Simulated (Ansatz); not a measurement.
# CH₉BN₂Si: a ladder of functionals and wavefunction methods

One table from this session's results is given with a row withheld; the runs are named, their logs left out.

The runs use Ansatz 0.2.0, Gaussian basis; functionals in def2-TZVPP, the program's frozen cores in correlated methods.

The runs, in order: PBE-D4, r2SCAN-D4, PBE0-D4, B3LYP-D4, ωB97X-V, ωB97M-V, B2PLYP; CCSD(T)/def2-TZVPP; MP2/def2-QZVPP; extrapolation to the limit.

## Structure used throughout

An earlier PBE0-D4 in a triple-zeta def2 set relaxation fixed the geometry.

14 atoms, charge 0, spin multiplicity 1.

Atoms are counted from 1 here; the program's logs count them from 0.

Bond lengths: B1–Si2 1.942 Å, B1–N5 1.643 Å, B1–H6 1.201 Å, B1–H7 1.200 Å, Si2–C3 1.866 Å, Si2–N4 1.705 Å, Si2–N5 1.880 Å, C3–H8 1.094 Å, C3–H9 1.093 Å, C3–H10 1.092 Å, N4–H11 1.005 Å, N4–H12 1.006 Å, N5–H13 1.010 Å, N5–H14 1.010 Å. Angles: Si2–B1–N5 62.6°, Si2–B1–H6 118.9°, Si2–B1–H7 118.4°, N5–B1–H6 112.1°, N5–B1–H7 112.0°, H6–B1–H7 118.6°, B1–Si2–C3 127.1°, B1–Si2–N4 123.6°, B1–Si2–N5 50.9°, C3–Si2–N4 109.0°, C3–Si2–N5 106.1°, N4–Si2–N5 111.9°, Si2–C3–H8 111.8°, Si2–C3–H9 110.4°, Si2–C3–H10 110.4°, H8–C3–H9 108.0°, H8–C3–H10 108.4°, H9–C3–H10 107.7° and more.

The first run:

in.yaml reads:

```yaml
crystal:
  periodic: [false, false, false]
  atoms:
    - {symbol: B, position_ang: [-0.545632, 1.505824, -0.904457]}
    - {symbol: Si, position_ang: [-0.361478, -0.001247, 0.305964]}
    - {symbol: C, position_ang: [0.979889, -0.266254, 1.575743]}
    - {symbol: N, position_ang: [-1.338066, -1.397155, 0.229532]}
    - {symbol: N, position_ang: [0.520471, 0.327479, -1.321740]}
    - {symbol: H, position_ang: [-1.489977, 1.543720, -1.645028]}
    - {symbol: H, position_ang: [0.007773, 2.533567, -0.625816]}
    - {symbol: H, position_ang: [1.473590, -1.234463, 1.450381]}
    - {symbol: H, position_ang: [0.562067, -0.228933, 2.584514]}
    - {symbol: H, position_ang: [1.736364, 0.518153, 1.500834]}
    - {symbol: H, position_ang: [-2.273912, -1.371232, -0.134956]}
    - {symbol: H, position_ang: [-1.046600, -2.319374, 0.505209]}
    - {symbol: H, position_ang: [0.267011, -0.227155, -2.127104]}
    - {symbol: H, position_ang: [1.495598, 0.587771, -1.364478]}
basis:
  gaussian: {orbitals: def2-TZVPP}
hamiltonian: {xc: pbe, dispersion: d4}
output: {forces: true, orbitals: {seedname: orbitals}}
```

On the command line:

```bash
ansatz run in.yaml --threads 4 --pin off --events-out ev --progress --plain --max-ram 10444MiB
```

Steps of the session up to this table: PBE-D4 (GGA); r2SCAN-D4 (meta-GGA); PBE0-D4 (hybrid); B3LYP-D4 (hybrid); ωB97X-V (range-separated); ωB97M-V (range-separated); B2PLYP (double hybrid); CCSD(T) in def2-TZVPP; MP2 in def2-QZVPP.

One table of the session follows, with a row left open; its other results are not shown here.

| method | atomisation energy (eV) |
| --- | --- |
| PBE-D4 | 52.619 |
| r2SCAN-D4 | ? |
| PBE0-D4 | 51.845 |
| B3LYP-D4 | 51.973 |
| ωB97X-V | 52.007 |
| ωB97M-V | 52.063 |
| B2PLYP | 51.230 |
| HF/def2-TZVPP | 37.189 |
| MP2/def2-TZVPP | 50.694 |
| CCSD/def2-TZVPP | 49.543 |
| CCSD(T)/def2-TZVPP | 50.235 |
| MP2/CBS | 52.109 |
| CCSD(T)/CBS | 51.651 |

Q: Estimate the row for r2SCAN-D4 from the others.

The run gave: atomisation energy (eV): 51.769. In the column «atomisation energy (eV)» it lies between CCSD(T)/CBS (51.651) and PBE0-D4 (51.845).
